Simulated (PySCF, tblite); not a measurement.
# C₇H₁₀BFO₂: infrared bands and NMR shifts

Aim: predict the infrared bands and NMR shifts of C₇H₁₀BFO₂ (`C=CCC1=[O+][B@@H-](C)OC=C1F`).

Computed with tblite 0.8.0 and PySCF 2.14.0, with density-fitted response routines of our own, on a single molecule in the gas phase. Atoms are numbered from 0 throughout.

## Step 1: The starting structure

21 atoms, charge 0, multiplicity 1; geometry from: GFN2-xTB.

Bonds of the start (Å): C0–C1 1.32, C1–C2 1.51, C2–C3 1.50, C3–O4 1.26, O4–B5 1.56, B5–C6 1.62, B5–O7 1.55, O7–C8 1.26, C8–C9 1.38, C9–F10 1.36, C9–C3 1.40, C0–H11 1.08, C0–H12 1.08, C1–H13 1.08, C2–H14 1.09, C2–H15 1.09, B5–H16 1.18, C6–H17 1.09, C6–H18 1.09, C6–H19 1.09, C8–H20 1.09.

## Step 2: Vibrational analysis with GFN2-xTB

The job: settings as JSON, then the geometry in Å.

```
{"job": {"kind": "ir", "xc": "GFN2-xTB", "basis": "xTB"}, "charge": 0, "multiplicity": 1}
C      2.908879    -1.356283     0.070918
C      2.031422    -0.813099    -0.749930
C      1.682792     0.653874    -0.746894
C      0.313824     0.764014    -0.139283
O     -0.691196     0.726517    -0.903235
B     -2.140192     0.601391    -0.350416
C     -2.529792    -0.970182    -0.347264
O     -2.158331     1.103496     1.118380
C     -1.087718     1.135920     1.788087
C      0.162688     0.893911     1.249661
F      1.259812     0.959432     2.050387
H      3.446925    -0.769929     0.797323
H      3.130239    -2.409340     0.045389
H      1.482371    -1.410154    -1.464212
H      1.650729     1.031229    -1.769741
H      2.406352     1.210994    -0.152142
H     -2.820585     1.327825    -0.988493
H     -2.519965    -1.380650    -1.353282
H     -1.838307    -1.559704     0.254677
H     -3.526641    -1.124770     0.056578
H     -1.172228     1.402452     2.842426
```

**Question.** This job is followed by: GIAO PBE0/pcSseg-1 NMR shielding, non-relativistic, gas phase. What will the session give for the following? strongest single infrared mode (GFN2-xTB); zero-point energy (GFN2-xTB); 13C shifts against TMS (PBE0/pcSseg-1); 1H shifts against TMS (PBE0/pcSseg-1, means over atoms taken as alike); 17O shifts against H2O (PBE0/pcSseg-1); 11B shifts against BF3·OEt2 (PBE0/pcSseg-1); 19F shifts against CFCl3 (PBE0/pcSseg-1).

As calculated:

| quantity | value |
| --- | --- |
| strongest single infrared mode (GFN2-xTB) | 1431 cm⁻¹, 740 km/mol |
| zero-point energy (GFN2-xTB) | 98.9 kcal/mol |
| 13C shifts against TMS (PBE0/pcSseg-1) | 189.3, 174.7, 152.7, 138.4, 130.9, 44.0, 4.3 ppm |
| 1H shifts against TMS (PBE0/pcSseg-1, means over atoms taken as alike) | 7.99, 6.14, 5.80, 5.73, 4.07, 3.57, 2.99, 0.00 ppm |
| 17O shifts against H2O (PBE0/pcSseg-1) | 272.5, 254.4 ppm |
| 11B shifts against BF3·OEt2 (PBE0/pcSseg-1) | 6.1 ppm |
| 19F shifts against CFCl3 (PBE0/pcSseg-1) | -200.9 ppm |

**Reading.** All 57 modes are real, so the xTB geometry is a minimum. The strongest single mode, at 1431 cm⁻¹, moves mainly C3, C8 and C9. Unscaled tight-binding wavenumbers are off by several per cent, some by more. Its intensities can rank the bands wrongly. The most deshielded carbon is C3 (ketone carbonyl carbon), at 189.3 ppm: the double bond to the heteroatom, with no lone-pair donor beside it, deshields it most. At PBE0/pcSseg-1: The largest span, 461 ppm, is at O7, where the paramagnetic term is -317 ppm.
